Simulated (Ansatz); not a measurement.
# FCI/STO-3G run of [SnH5]− (SMILES [H][Sn-]([H])([H])([H])[H])

Aim: the energy change on altering one bond length of [SnH5]− at FCI/STO-3G, from 2 runs. 

Program for the calculation: Ansatz 0.2.0.

1 further run of the same task is left out (set aside as unsound or not needed).

### Step 1. Starting point

The species is [SnH5]− (6 atoms), meant as a singlet with charge -1. As SMILES, `[H][Sn-]([H])([H])([H])[H]`. Geometry: a GFN2-xTB relaxation, a rough one for these elements and not checked as a minimum.

Bond lengths: Sn1–H2 1.885 Å, Sn1–H3 1.889 Å, Sn1–H4 1.782 Å, Sn1–H5 1.783 Å, Sn1–H6 1.782 Å. Angles: H2–Sn1–H3 179.8°, H2–Sn1–H4 90.0°, H2–Sn1–H5 89.9°, H2–Sn1–H6 90.0°, H3–Sn1–H4 90.0°, H3–Sn1–H5 89.9°, H3–Sn1–H6 90.2°, H4–Sn1–H5 120.0°, H4–Sn1–H6 120.0°, H5–Sn1–H6 119.9°.

### Step 2. The energy at FCI/STO-3G

Contents of in.yaml:

```yaml
crystal:
  periodic: [false, false, false]
  atoms:
    - {symbol: Sn, position_ang: [0.000450, -0.001410, 0.000420]}
    - {symbol: H, position_ang: [-0.020070, -0.006290, 1.885790]}
    - {symbol: H, position_ang: [0.020250, 0.010720, -1.888030]}
    - {symbol: H, position_ang: [1.782780, 0.010780, 0.018860]}
    - {symbol: H, position_ang: [-0.902470, 1.535970, -0.003420]}
    - {symbol: H, position_ang: [-0.880950, -1.549760, -0.013620]}
basis:
  gaussian: {orbitals: STO-3G}
accuracy: high
correlation: {method: fci, frozen_orbitals: {H: 0, Sn: 18}}
total_charge: -1
```

Started as:

```console
ansatz run in.yaml --threads 1 --pin off --max-ram 2610MiB --events-out events.jsonl --progress --plain --runs-dir runs
```

The program printed:

```text
Warning: RAYON_NUM_THREADS=1 ignored (pool sized by the plan → 1); use --threads N
Functional definition: HF
  name "HF"
  exchange = exact_x
  correlation = 0
570 factors; integrals over basis functions are off by at most 4.0e-9 eV
mean field evaluation 1: about -162341.1230 eV, gradient 6.3e0 eV
mean field evaluation 2: about -162341.1459 eV, gradient 6.2e0 eV
mean field evaluation 4: about -162341.3747 eV, gradient 1.2e-1 eV
mean field evaluation 8: about -162341.3745 eV, gradient 2.2e-5 eV
mean field -162341.37446922 eV, -5965.9354728080 hartree, gradient 5.6e-8 eV, S^2 0.000000; 0 other end points of the search recorded, 0 dependent functions left out
18 core orbitals not correlated: weight in the atoms' cores, before any rotation towards them, 1.000 or more for the frozen orbitals, at most 0.000 for the correlated occupied ones
reference -162341.37446922 eV, -5965.9354728080 hartree; 10, 10 occupied and 4, 4 virtual orbitals, 570 factors
state -162343.44342875 eV, -5966.0115056685 hartree
Total energy: -162343.44342875 eV, -5966.0115056685 hartree
```

Run time: 3.3 s. Hardware: 1 thread of AMD EPYC 9R14 (Zen 4), shared host; peak memory 0.16 GiB.

### Step 3. The distorted shape

Contents of in.yaml:

```yaml
crystal:
  periodic: [false, false, false]
  atoms:
    - {symbol: Sn, position_ang: [0.005580, -0.000190, -0.470963]}
    - {symbol: H, position_ang: [-0.020070, -0.006290, 1.885790]}
    - {symbol: H, position_ang: [0.025380, 0.011940, -2.359413]}
    - {symbol: H, position_ang: [1.787910, 0.012000, -0.452523]}
    - {symbol: H, position_ang: [-0.897340, 1.537190, -0.474803]}
    - {symbol: H, position_ang: [-0.875820, -1.548540, -0.485003]}
basis:
  gaussian: {orbitals: STO-3G}
total_charge: -1
correlation: {method: fci, frozen_orbitals: {H: 0, Sn: 18}}
accuracy: high
```

Started as:

```console
ansatz run in.yaml --threads 1 --pin off --max-ram 2610MiB --events-out events.jsonl --progress --plain --runs-dir runs
```

The program printed:

```text
Warning: RAYON_NUM_THREADS=1 ignored (pool sized by the plan → 1); use --threads N
[... 4 set-up lines as earlier in the session ...]
568 factors; integrals over basis functions are off by at most 4.0e-9 eV
mean field evaluation 1: about -162339.1598 eV, gradient 9.3e0 eV
mean field evaluation 2: about -162339.1700 eV, gradient 9.3e0 eV
mean field evaluation 4: about -162339.8743 eV, gradient 2.0e-1 eV
mean field evaluation 8: about -162339.8725 eV, gradient 2.0e-4 eV
mean field -162339.87249833 eV, -5965.8802763960 hartree, gradient 1.4e-8 eV, S^2 0.000000; 0 other end points of the search recorded, 0 dependent functions left out
18 core orbitals not correlated: weight in the atoms' cores, before any rotation towards them, 1.000 or more for the frozen orbitals, at most 0.000 for the correlated occupied ones
reference -162339.87249833 eV, -5965.8802763960 hartree; 10, 10 occupied and 4, 4 virtual orbitals, 568 factors
state -162342.21793323 eV, -5965.9664695388 hartree
Total energy: -162342.21793323 eV, -5965.9664695388 hartree
```

Run time: 2.1 s. Hardware: 1 thread of AMD EPYC 9R14 (Zen 4), shared host; peak memory 0.16 GiB.

### Step 4. Results

At FCI/STO-3G, 18 core orbitals frozen:

```
                                                          quantity           value
                                         first shape: total energy  -5966.01151 Eh
         first shape: correlation energy (18 core orbitals frozen)       -76.0 mEh
                                     distorted shape: total energy  -5965.96647 Eh
     distorted shape: correlation energy (18 core orbitals frozen)       -86.2 mEh
energy change with the Sn1–H2 bond stretched from 1.885 to 2.357 Å        1.225 eV
```

With the Sn1–H2 bond stretched from 1.885 to 2.357 Å the energy rises by 1.23 eV (118 kJ/mol). The first shape isn't relaxed at this level, so the change isn't measured from a minimum. The minimal basis adds a large error of its own. Relativity is left out (first shape) although the molecule holds a heavy atom. Relativity is left out (distorted shape) although the molecule holds a heavy atom.
